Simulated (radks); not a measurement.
# Valence configurations of Os⁺

Aim: which of several valence configurations of Os⁺ lies lowest at this level, and whether it is the one NIST lists ([Xe] 4f14 5d6 6s1).

Program: radks (a radial shooting solver on a logarithmic mesh, Libxc functionals) version 1. Level of theory: Dirac Kohn-Sham, BLYP, spin-unpolarised, spherical densities, point nucleus; open shells are shared between the two j in proportion to 2j + 1. These are calculated values, not measurements, unless marked.

**1. The atom as given**

| Item | Value |
| --- | --- |
| element | osmium (Z = 76) |
| charge | +1 |
| electrons | 75 |
| configuration | [Xe] 4f14 5d6 6s1 |
| others tried | 4f13 5d6 6s1 6p1; 4f14 5d5.5 6s1.5; 4f14 5d6 6p1; 4f14 5d5 6s1 6p1; 4f14 5d5 6s2; 4f14 5d6.5 6s0.5; 4f13 5d6.5 6s1.5; 4f13.5 5d6 6s1.5; 4f13 5d6 6s2 |

The outer shells:

Os⁺
```
[Xe] core
4f [↑↓][↑↓][↑↓][↑↓][↑↓][↑↓][↑↓]
5d [↑↓][↑ ][↑ ][↑ ][↑ ]
6s [↑ ]
```

**2. [Xe] 4f14 5d6 6s1**

Settings of this run:

```text
Z 76
configuration [Xe] 4f14 5d6 6s1
relativity Dirac
functional b88,lyp
spin unpolarised
j_filling average
nucleus point
c 137.035999084
```

**3. [Xe] 4f13 5d6 6s1 6p1**

Settings, as their differences from step 2:

```diff
@@ -1,3 +1,3 @@
 Z 76
-configuration [Xe] 4f14 5d6 6s1
+configuration [Xe] 4f13 5d6 6s1 6p1
 relativity Dirac
```

**4. [Xe] 4f14 5d5.5 6s1.5**

Settings of this run:

```text
Z 76
configuration [Xe] 4f14 5d5.5 6s1.5
relativity Dirac
functional b88,lyp
spin unpolarised
j_filling average
nucleus point
c 137.035999084
```

**5. [Xe] 4f14 5d6 6p1**

Settings, as their differences from step 4:

```diff
@@ -1,3 +1,3 @@
 Z 76
-configuration [Xe] 4f14 5d5.5 6s1.5
+configuration [Xe] 4f14 5d6 6p1
 relativity Dirac
```

**6. [Xe] 4f14 5d5 6s1 6p1**

Settings, as their differences from step 5:

```diff
@@ -1,3 +1,3 @@
 Z 76
-configuration [Xe] 4f14 5d6 6p1
+configuration [Xe] 4f14 5d5 6s1 6p1
 relativity Dirac
```

**7. [Xe] 4f14 5d5 6s2**

Settings, as their differences from step 6:

```diff
@@ -1,3 +1,3 @@
 Z 76
-configuration [Xe] 4f14 5d5 6s1 6p1
+configuration [Xe] 4f14 5d5 6s2
 relativity Dirac
```

**8. [Xe] 4f14 5d6.5 6s0.5**

Settings, as their differences from step 7:

```diff
@@ -1,3 +1,3 @@
 Z 76
-configuration [Xe] 4f14 5d5 6s2
+configuration [Xe] 4f14 5d6.5 6s0.5
 relativity Dirac
```

**9. [Xe] 4f13 5d6.5 6s1.5**

Settings of this run:

```text
Z 76
configuration [Xe] 4f13 5d6.5 6s1.5
relativity Dirac
functional b88,lyp
spin unpolarised
j_filling average
nucleus point
c 137.035999084
```

**10. [Xe] 4f13.5 5d6 6s1.5**

Settings of this run:

```text
Z 76
configuration [Xe] 4f13.5 5d6 6s1.5
relativity Dirac
functional b88,lyp
spin unpolarised
j_filling average
nucleus point
c 137.035999084
```

**11. [Xe] 4f13 5d6 6s2**

Settings, as their differences from step 10:

```diff
@@ -1,3 +1,3 @@
 Z 76
-configuration [Xe] 4f13.5 5d6 6s1.5
+configuration [Xe] 4f13 5d6 6s2
 relativity Dirac
```

Before running it: what results should come out? Wanted: for each run, valence; E − E(NIST configuration); highest level; its energy; 1s shift.

**Answer**, as computed:

```csv
valence,E − E(NIST configuration) (eV),highest level,its energy (eV),1s shift (eV)
4f14 5d6.5 6s0.5,-0.319,5d5/2,-12.667,+1.38
4f14 5d6 6s1,0.000,6s1/2,-13.145,+0.00
4f14 5d5.5 6s1.5,0.566,6s1/2,-13.619,-1.45
4f14 5d5 6s2,1.393,6s1/2,-14.103,-2.98
4f14 5d6 6p1,6.051,6p3/2,-7.632,-1.58
4f14 5d5 6s1 6p1,7.850,6p3/2,-8.121,-4.58
4f13.5 5d6 6s1.5,24.743,6s1/2,-13.750,-6.81
4f13 5d6.5 6s1.5,51.168,6s1/2,-13.872,-12.30
4f13 5d6 6s2,52.546,6s1/2,-14.380,-13.92
4f13 5d6 6s1 6p1,59.174,6p3/2,-8.233,-15.54
```

Theory disagrees with NIST here: 4f14 5d6.5 6s0.5 comes out 0.319 eV lower. The energies are those of spherical spin-averaged densities, not of single terms. The 1s eigenvalue shifts by up to 15.54 eV as the valence charge is rearranged.
